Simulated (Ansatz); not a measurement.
# C₉H₈: one species, many methods

How much do the methods differ for C₉H₈? The plan is to run it at one geometry with functionals of several rungs and with coupled cluster, and see how far each lands from CCSD(T) at the basis-set limit for the atomisation energy.

The runs use Ansatz 0.2.0, Gaussian basis; functionals in def2-TZVPP, the program's frozen cores in correlated methods.

Plan: LDA (SPW92), PBE-D4, revPBE-D4, BLYP-D4, r2SCAN-D4, B97M-V, PBE0-D4, B3LYP-D4, r2SCANh-D4, r2SCAN0-D4, HSE06-D4, BHLYP-D4, CAM-B3LYP-D4, LC-ωPBE, ωB97X-V, ωB97M-V, B2PLYP, PBE-QIDH; CCSD(T)/def2-SVP; CCSD(T)/def2-TZVPP; MP2/def2-QZVPP; extrapolation to the limit; RPA on PBE.

### Step 1. The geometry

All runs share one geometry, relaxed beforehand with PBE0-D4 in a triple-zeta def2 set.

SMILES `C1=Cc2ccccc2C1`, 17 atoms, charge 0, spin multiplicity 1.

Atoms are counted from 1 here; the program's logs count them from 0.

Bond lengths: C1–C2 1.340 Å, C1–C9 1.498 Å, C1–H10 1.082 Å, C2–C3 1.457 Å, C2–H11 1.083 Å, C3–C4 1.387 Å, C3–C8 1.403 Å, C4–C5 1.388 Å, C4–H12 1.085 Å, C5–C6 1.390 Å, C5–H13 1.084 Å, C6–C7 1.391 Å, C6–H14 1.084 Å, C7–C8 1.380 Å, C7–H15 1.085 Å, C8–C9 1.498 Å, C9–H16 1.097 Å, C9–H17 1.097 Å. Angles: C2–C1–C9 110.7°, C2–C1–H10 125.9°, C9–C1–H10 123.4°, C1–C2–C3 109.6°, C1–C2–H11 125.9°, C3–C2–H11 124.5°, C2–C3–C4 131.4°, C2–C3–C8 108.1°, C4–C3–C8 120.5°, C3–C4–C5 118.6°, C3–C4–H12 120.9°, C5–C4–H12 120.5°, C4–C5–C6 120.8°, C4–C5–H13 119.7°, C6–C5–H13 119.5°, C5–C6–C7 120.7°, C5–C6–H14 119.6°, C7–C6–H14 119.7° and more.

As a file:

```
atom    x (Å)    y (Å)    z (Å)
  C1   0.6266  -1.3813   1.8394
  C2   1.3132  -1.3142   0.6907
  C3   0.6594  -0.3789  -0.2154
  C4   0.9806   0.0271  -1.5027
  C5   0.1576   0.9500  -2.1338
  C6  -0.9654   1.4581  -1.4912
  C7  -1.2887   1.0518  -0.2002
  C8  -0.4740   0.1345   0.4320
  C9  -0.5679  -0.4779   1.7963
 H10   0.8784  -1.9943   2.6946
 H11   2.2161  -1.8640   0.4569
 H12   1.8557  -0.3666  -2.0079
 H13   0.3921   1.2794  -3.1397
 H14  -1.5950   2.1779  -2.0016
 H15  -2.1670   1.4529   0.2949
 H16  -1.5038  -1.0321   1.9369
 H17  -0.5370   0.2773   2.5911
```

### Step 2. LDA

This LDA is Slater exchange with PW92 correlation.

in.yaml

```yaml
crystal:
  periodic: [false, false, false]
  atoms:
    - {symbol: C, position_ang: [0.626607, -1.381265, 1.839386]}
    - {symbol: C, position_ang: [1.313202, -1.314184, 0.690679]}
    - {symbol: C, position_ang: [0.659414, -0.378882, -0.215350]}
    - {symbol: C, position_ang: [0.980566, 0.027129, -1.502651]}
    - {symbol: C, position_ang: [0.157587, 0.950000, -2.133757]}
    - {symbol: C, position_ang: [-0.965392, 1.458076, -1.491223]}
    - {symbol: C, position_ang: [-1.288673, 1.051774, -0.200245]}
    - {symbol: C, position_ang: [-0.474022, 0.134471, 0.431998]}
    - {symbol: C, position_ang: [-0.567871, -0.477900, 1.796350]}
    - {symbol: H, position_ang: [0.878369, -1.994329, 2.694597]}
    - {symbol: H, position_ang: [2.216092, -1.864032, 0.456922]}
    - {symbol: H, position_ang: [1.855731, -0.366554, -2.007935]}
    - {symbol: H, position_ang: [0.392140, 1.279382, -3.139681]}
    - {symbol: H, position_ang: [-1.594998, 2.177871, -2.001607]}
    - {symbol: H, position_ang: [-2.166951, 1.452884, 0.294862]}
    - {symbol: H, position_ang: [-1.503770, -1.032141, 1.936902]}
    - {symbol: H, position_ang: [-0.537032, 0.277301, 2.591054]}
basis:
  gaussian: {orbitals: def2-TZVPP}
hamiltonian: {xc: lda}
output: {orbitals: {seedname: orbitals}}
```

The run is started by

```console
$ ansatz run in.yaml --threads 2 --pin off --events-out ev --progress --plain --max-ram 32768MiB --backend cuda --devices 0, --max-vram 18GiB
```

After this run come: PBE-D4 (GGA); revPBE-D4 (GGA); BLYP-D4 (GGA); r2SCAN-D4 (meta-GGA); B97M-V (meta-GGA); PBE0-D4 (hybrid); B3LYP-D4 (hybrid); r2SCANh-D4 (hybrid); r2SCAN0-D4 (hybrid); HSE06-D4 (hybrid); BHLYP-D4 (hybrid); CAM-B3LYP-D4 (range-separated); LC-ωPBE (range-separated); ωB97X-V (range-separated); ωB97M-V (range-separated); B2PLYP (double hybrid); PBE-QIDH (double hybrid); CCSD(T) in def2-SVP; CCSD(T) in def2-TZVPP; MP2 in def2-QZVPP; RPA on PBE orbitals.

Q: Predict the results of all the runs planned. Wanted: atomisation energy, CCSD(T)/CBS; farthest beyond LDA; mean size of error, GGA; mean size of error, meta-GGA; mean size of error, hybrid; mean size of error, range-separated; mean size of error, double hybrid; gap, smallest and largest; T1 diagnostic.

**Answer**, as computed:

| quantity | value |
| --- | --- |
| atomisation energy, CCSD(T)/CBS | 8281.6 kJ/mol |
| functionals within 41.4 kJ/mol (0.5 %) | r2SCAN0-D4, ωB97X-V, B2PLYP |
| farthest beyond LDA | PBE-D4 (+349.6 kJ/mol) |
| mean size of error, GGA | 177.3 kJ/mol |
| mean size of error, meta-GGA | 85.4 kJ/mol |
| mean size of error, hybrid | 119.1 kJ/mol |
| mean size of error, range-separated | 50.7 kJ/mol |
| mean size of error, double hybrid | 62.4 kJ/mol |
| gap, smallest and largest | 3.82 eV (BLYP-D4), 10.13 eV (LC-ωPBE) |
| T1 diagnostic | 0.0106 |
| triples share of the correlation energy | 5.1 % |

The LDA atomisation energy is off by 1332.1 kJ/mol (16 %): it overbinds. PBE-D4 misses by +349.6 kJ/mol. Double hybrids carry the basis error of their MP2 part in triple zeta, and no dispersion term here, so their miss is partly the set-up's. By mean error the best rung here is range-separated (50.7 kJ/mol) and the worst beyond LDA is GGA (177.3 kJ/mol). The gap between the best rungs is small, so their order is not settled. The reference freezes the cores and leaves out relativity and excitations past (T), so misses under about 41.4 kJ/mol can't be ranked. Hartree-Fock recovers 75 % of the binding; the rest is correlation. CCSD(T) in def2-SVP is off by -260.2 kJ/mol, worse than the median functional, from the basis alone. The gap grows from 3.8 to 10.1 eV across the functionals, mostly with the share of exact exchange. The restricted reference is unstable towards a spin-broken one.
